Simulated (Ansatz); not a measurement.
# H4CO: the cost of one run

All numbers below are computed with Ansatz 0.2.0 (DFT r2SCAN+D3(BJ), plane waves, PAW, scalar-relativistic, no spin polarisation).

1 further run of the same task is left out (it didn't finish).

## Step 1: The system as given

The cell holds 36 atoms (C6H24O6): a = 7.380 Å, b = 7.380 Å, c = 7.380 Å, α = 90.00°, β = 90.00°, γ = 90.00°.

The coordinates stand in the first input below.

## Step 2: Relaxing the start

input.yaml reads:

```yaml
crystal:
  lattice:
    - [7.380323, 0.0, 0.0]
    - [0.0, 7.380323, 0.0]
    - [0.0, 0.0, 7.380323]
  atoms:
    - { symbol: C, position: [0.4259802, 0.3110266, 0.7607306] }
    - { symbol: O, position: [0.3229358, 0.2431853, 0.9088926] }
    - { symbol: H, position: [0.3358115, 0.3999896, 0.6849075] }
    - { symbol: H, position: [0.4013215, 0.1635117, 0.9780433] }
    - { symbol: H, position: [0.5436402, 0.3900444, 0.8053961] }
    - { symbol: H, position: [0.472553, 0.202772, 0.6702066] }
    - { symbol: C, position: [0.6707813, 0.8802593, 0.8809833] }
    - { symbol: O, position: [0.8085355, 0.7496367, 0.8473074] }
    - { symbol: H, position: [0.5894814, 0.8269557, 0.9920823] }
    - { symbol: H, position: [0.8823901, 0.7950141, 0.7485127] }
    - { symbol: H, position: [0.7265829, 1.0116842, 0.9221702] }
    - { symbol: H, position: [0.5823468, 0.9005334, 0.763293] }
    - { symbol: C, position: [0.9246191, 0.4651727, 0.5738603] }
    - { symbol: O, position: [0.9674938, 0.3706619, 0.4113733] }
    - { symbol: H, position: [0.9295945, 0.3652338, 0.6824026] }
    - { symbol: H, position: [0.963681, 0.4578125, 0.3130663] }
    - { symbol: H, position: [1.022704, 0.5726266, 0.6041209] }
    - { symbol: H, position: [0.7883367, 0.5243139, 0.5703807] }
    - { symbol: C, position: [0.626781, 0.4742259, 0.2211012] }
    - { symbol: O, position: [0.4684488, 0.3983395, 0.300755] }
    - { symbol: H, position: [0.6486781, 0.6039582, 0.2880639] }
    - { symbol: H, position: [0.4468864, 0.2824713, 0.242586] }
    - { symbol: H, position: [0.7468378, 0.3892786, 0.2423854] }
    - { symbol: H, position: [0.6104903, 0.4984836, 0.0753999] }
    - { symbol: C, position: [0.2515322, 1.000007, 0.2879865] }
    - { symbol: O, position: [0.2392221, 0.8076202, 0.2908705] }
    - { symbol: H, position: [0.1128087, 1.0504004, 0.2911874] }
    - { symbol: H, position: [0.3618328, 0.7603671, 0.2880772] }
    - { symbol: H, position: [0.3239549, 1.0536303, 0.4061482] }
    - { symbol: H, position: [0.3172225, 1.05044, 0.164601] }
    - { symbol: C, position: [0.2508027, 0.8790013, 0.8236256] }
    - { symbol: O, position: [0.2900219, 0.7238482, 0.7160991] }
    - { symbol: H, position: [0.1809745, 0.9741968, 0.7349927] }
    - { symbol: H, position: [0.3523654, 0.6374552, 0.7930638] }
    - { symbol: H, position: [0.1616873, 0.8471201, 0.9381888] }
    - { symbol: H, position: [0.3738583, 0.9442778, 0.8753844] }
basis:
  ecutwfc: 500.0
kpoints:
  mp_grid: { grid: [1, 1, 1] }
hamiltonian:
  xc: r2scan
  dispersion: d3bj
scf:
  occupations: { method: fermi_dirac, width: 0.02 }
  lower_state_search: "off"
relax:
  f_tol: 0.3
  max_steps: 15
  adjacent_minimum: "off"
output:
  write_density: true
  write_potential: true
  elf: true
  volumetric_format: npy
```

Launch:

```console
$ ansatz run input.yaml --threads 1 --pin off --max-ram 3072MiB --backend cpu --events-out ev --progress --plain --runs-dir out
```

**Question.** How long does this run take on 1 thread of Arm Neoverse V2, shared host, and how much memory does it need?

About 5.5 min, with a peak of 1 GiB.
